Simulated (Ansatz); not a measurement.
# C4H2F4: basis-set convergence

One table from this session's results is given with a row withheld; the runs are named, their logs left out.

Program: Ansatz 0.2.0, Gaussian basis. Level of theory: one geometry, several basis sets. These are calculated values, not measurements.

Plan: PBE0-D4/def2-SVP; ωB97M-V/def2-SVP; PBE0-D4/def2-QZVPP; ωB97M-V/def2-QZVPP; the functionals' def2-TZVPP values are taken from earlier runs.

## The geometry

The geometry comes from an earlier relaxation with PBE0-D4 in a triple-zeta def2 set; it is a stationary point, not always the lowest conformer.

SMILES `FC1=C(F)[C@@H](F)[C@@H]1F`, 10 atoms, charge 0, spin multiplicity 1.

Atoms are counted from 1 here; the program's logs count them from 0.

Bond lengths: F1–C2 1.308 Å, C2–C3 1.331 Å, C2–C7 1.491 Å, C3–F4 1.308 Å, C3–C5 1.491 Å, C5–F6 1.371 Å, C5–C7 1.555 Å, C5–H9 1.092 Å, C7–F8 1.371 Å, C7–H10 1.092 Å. Angles: F1–C2–C3 135.4°, F1–C2–C7 130.3°, C3–C2–C7 94.3°, C2–C3–F4 135.4°, C2–C3–C5 94.3°, F4–C3–C5 130.3°, C3–C5–F6 115.4°, C3–C5–C7 85.6°, C3–C5–H9 117.5°, F6–C5–C7 115.0°, F6–C5–H9 108.7°, C7–C5–H9 113.3°, C2–C7–C5 85.6°, C2–C7–F8 115.4°, C2–C7–H10 117.5°, C5–C7–F8 115.0°, C5–C7–H10 113.3°, F8–C7–H10 108.7°.

Geometry (Å):

| atom | x (Å) | y (Å) | z (Å) |
| --- | --- | --- | --- |
| F1 | 0.3561 | -2.3274 | 0.6250 |
| C2 | 0.0697 | -1.0943 | 0.2940 |
| C3 | -1.0255 | -0.4493 | -0.1005 |
| F4 | -2.2896 | -0.7580 | -0.2378 |
| C5 | -0.3172 | 0.8427 | -0.3294 |
| F6 | -0.7484 | 1.8938 | 0.4388 |
| C7 | 0.9446 | 0.1102 | 0.2089 |
| F8 | 1.9849 | 0.0196 | -0.6802 |
| H9 | -0.2118 | 1.1839 | -1.3615 |
| H10 | 1.3204 | 0.5275 | 1.1455 |

Set-up of the first run:

in.yaml reads:

```yaml
crystal:
  periodic: [false, false, false]
  atoms:
    - {symbol: F, position_ang: [0.356114, -2.327366, 0.625018]}
    - {symbol: C, position_ang: [0.069729, -1.094274, 0.293971]}
    - {symbol: C, position_ang: [-1.025531, -0.449311, -0.100523]}
    - {symbol: F, position_ang: [-2.289634, -0.758025, -0.237802]}
    - {symbol: C, position_ang: [-0.317247, 0.842717, -0.329372]}
    - {symbol: F, position_ang: [-0.748416, 1.893817, 0.438783]}
    - {symbol: C, position_ang: [0.944636, 0.110153, 0.208890]}
    - {symbol: F, position_ang: [1.984934, 0.019620, -0.680156]}
    - {symbol: H, position_ang: [-0.211842, 1.183861, -1.361453]}
    - {symbol: H, position_ang: [1.320356, 0.527510, 1.145545]}
basis:
  gaussian: {orbitals: def2-SVP}
hamiltonian: {xc: pbe0, dispersion: d4}
output: {orbitals: {seedname: orbitals}}
```

Run with:

```
> ansatz run in.yaml --threads 4 --pin off --events-out ev --progress --plain --max-ram 11315MiB
```

Steps of the session up to this table: PBE0-D4 in def2-SVP; ωB97M-V in def2-SVP; PBE0-D4 in def2-QZVPP; ωB97M-V in def2-QZVPP.

One of the session's tables, all rows but one given; the rest of the session is left out.

It belongs to the step «Density functionals: the series». 

| functional | basis | HOMO (eV) | LUMO (eV) |
| --- | --- | --- | --- |
| PBE0-D4 | def2-SVP | -8.15 | -0.19 |
| PBE0-D4 | def2-TZVPP | -8.25 | -0.30 |
| PBE0-D4 | def2-QZVPP | ? | ? |
| ωB97M-V | def2-SVP | -10.32 | 2.07 |
| ωB97M-V | def2-TZVPP | -10.46 | 1.87 |
| ωB97M-V | def2-QZVPP | -10.52 | 1.65 |

Q: Estimate the row for PBE0-D4, def2-QZVPP from the others.

The run gave: HOMO (eV): -8.30; LUMO (eV): -0.39. In the column «HOMO (eV)» it lies between ωB97M-V, def2-SVP (-10.32) and PBE0-D4, def2-TZVPP (-8.25).
